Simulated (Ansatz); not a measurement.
Crystal: In3Se.

```
In Se
1.0
     4.80376    0.00000    0.00000
     0.00000    4.80376    0.00000
     0.00000    0.00000    4.80376
In Se
3 1
Direct
  0.50000 0.50000 0.00000
  0.50000 0.00000 0.50000
  0.00000 0.50000 0.50000
  0.00000 0.00000 0.00000
```

The cell comes from a database or a generator and needn't be the stable form of this composition.

| Quantity | Value |
| --- | --- |
| Program | Ansatz 0.2.0 |
| Task | single point |
| Functional | PBE |
| Potentials or basis | Ansatz PAW |
| Cutoff | 420 eV (not typed: the program's choice for these potentials) |
| k mesh | 6 × 6 × 6 |
| Occupations | fermi-dirac, width 0.05 eV |
| Spin | no spin polarisation |

On this cell: pressure -0.3 GPa; largest force zero by symmetry; band gap on the k mesh none (metal or under the smearing width).

The same run follows on a disturbed copy (atoms moved at random, drawn with an rms of 0.05 Å):

```
In Se
1.0
     4.80376    0.00000    0.00000
     0.00000    4.80376    0.00000
     0.00000    0.00000    4.80376
In Se
3 1
Direct
  0.48741 0.50876 0.00027
  0.50240 0.99353 0.49784
  0.99282 0.49728 0.49887
  0.99876 0.00056 0.00079
```

What does the disturbed cell give?

The energy (extrapolated to zero smearing) moves by +0.9 meV/atom; pressure -0.2 GPa; largest force 0.104 eV/Å; band gap on the k mesh none (metal or under the smearing width).

Forces in eV/Å, atoms in the order of the input:
```
In   0.007 -0.070 -0.023
In  -0.027  0.100  0.014
In   0.015 -0.044  0.012
Se   0.004  0.014 -0.002
```
